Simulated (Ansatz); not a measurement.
Debugging a comparison of functionals at one structure of S, space group P4_2/mnm (the Python package of Ansatz (0.2.0)).

`s.extxyz`
```text
4
Lattice="5.67805379 0.0 0.0 0.0 5.67805379 0.0 0.0 0.0 2.94961558" Properties=species:S:1:pos:R:3 pbc="T T T"
S     5.01594377    5.01594377    1.47480779
S     0.66211002    0.66211002    1.47480779
S     2.17691688    3.50113691    0.00000000
S     3.50113691    2.17691688    0.00000000
```

The script, `run_xc.py`:
```python
'''Functional comparison for S (totals differ with the potentials too).'''

import ansatz as az
from tabulate import tabulate

K_LENGTH = 17
OCCUPATIONS = 'fixed'

system = az.Crystal.from_extxyz('s.extxyz')

calculation = (
    system.calculation()
    .kpoints(length=K_LENGTH)
    .occupations(OCCUPATIONS)
    .basis(17 * az.Ha)
    .band_table()
)

rows = []
for value in ['lda', 'blyp', 'pbesol']:
    rep = calculation.functional(value).run().report
    rows.append((value, rep['free_energy_ev'] / len(rep['lattice']['sites']), rep['n_iterations'], rep['gap_by_band_count_ev'], rep['n_kpoints']))

print(tabulate(rows, headers=['functional', 'F/atom (eV)', 'iterations', 'gap by band count (eV)', 'k-points'], floatfmt='.4f', tablefmt='plain'))
```

```console
$ python run_xc.py
RunWarning: iter 1: σ=0 fill of 12 bands saw a band overlap (occupied 5.0340 eV > unoccupied 2.8688 eV) — on an unconverged iterate often a transient of an unconverged empty band; one that stands at the close is told there (band_overlap_at_count); if the run fails to converge, the spectrum is likely genuinely metallic at σ=0 — use a smearing of finite width or the tetrahedron method (which not every kind of run takes: see the entry of scf.occupations.method in the input reference), with at [...]
RunWarning: a fill by count may have filled part of one level: at k-index 2 the highest filled band, 2.884460 eV, and the lowest empty band, 2.884460 eV, stand 1.807e-12 eV apart, within the solve's uncertainty, 3.162e-4 eV. If they are one level, whatever splits it, however little, can move the result. A smearing (`scf.occupations.method` with a `width`) well over the split that the run's distortions make, where the deck can take one, can fill the level evenly. On an open shell (a free atom, a [...]
RunWarning: the bands overlap at the fill by count (12 filled at each k-point of a channel): the highest filled level, 4.954837 eV at k-index 1, stands 2.0704 eV over the lowest empty one, 2.884460 eV at k-index 2, so that a fill of the lowest levels lies lower and no gap is reported. A metal, or a carrier in a host's bands, wants a smearing of finite width or the tetrahedron method (`scf.occupations.method`). A defect's level that its images broaden is meant whole, and this fill is then the right one; a shifted mesh or single k-points narrow the overlap
functional      F/atom (eV)    iterations    gap by band count (eV)    k-points
lda               -869.1064             6                   -2.0704          12
blyp              -906.1423             6                   -1.9743          12
pbesol            -884.4924             7                   -2.0571          12
```
(Warnings from the package without file and line, shortened, repeats left out.)

The script ran to its end, but the result can't be trusted. Why?

The fault: fixed occupations, though the bands overlap at this level of theory. The correction:

```diff
--- before
+++ after
@@ -6,3 +6,4 @@
 K_LENGTH = 17
-OCCUPATIONS = 'fixed'
+OCCUPATIONS = 'fermi_dirac'
+SIGMA = 0.1
 
@@ -13,5 +14,4 @@
     .kpoints(length=K_LENGTH)
-    .occupations(OCCUPATIONS)
+    .occupations(OCCUPATIONS, width=SIGMA)
     .basis(17 * az.Ha)
-    .band_table()
 )
@@ -21,5 +21,5 @@
     rep = calculation.functional(value).run().report
-    rows.append((value, rep['free_energy_ev'] / len(rep['lattice']['sites']), rep['n_iterations'], rep['gap_by_band_count_ev'], rep['n_kpoints']))
+    rows.append((value, rep['free_energy_ev'] / len(rep['lattice']['sites']), rep['n_iterations'], rep['n_kpoints']))
 
-print(tabulate(rows, headers=['functional', 'F/atom (eV)', 'iterations', 'gap by band count (eV)', 'k-points'], floatfmt='.4f', tablefmt='plain'))
+print(tabulate(rows, headers=['functional', 'F/atom (eV)', 'iterations', 'k-points'], floatfmt='.4f', tablefmt='plain'))
```

The mended script runs so:

```console
$ python run_xc.py
functional      F/atom (eV)    iterations    k-points
lda               -869.2302             7          12
blyp              -906.2593             7          12
pbesol            -884.6145             7          12
```

Caveats:
- BLYP can be off by several per cent in the lattices of metals, and by several GPa in the pressure at a fixed cell.
- For a metal this k-point mesh is coarse: on a finer one energies can move by several to tens of meV an atom and pressures by half a GPa or more, differences at one mesh by less.
- This isn't the structure that S takes at ambient conditions.
- Total energies of different functionals can't be compared; pressures, moments and gaps at this one structure can.
- Run time: 4 s on 1 thread of Arm Neoverse V1 (shared host), peak memory 0.36 GiB.

(Lines on the test bed's own set-up are left out of the output.)
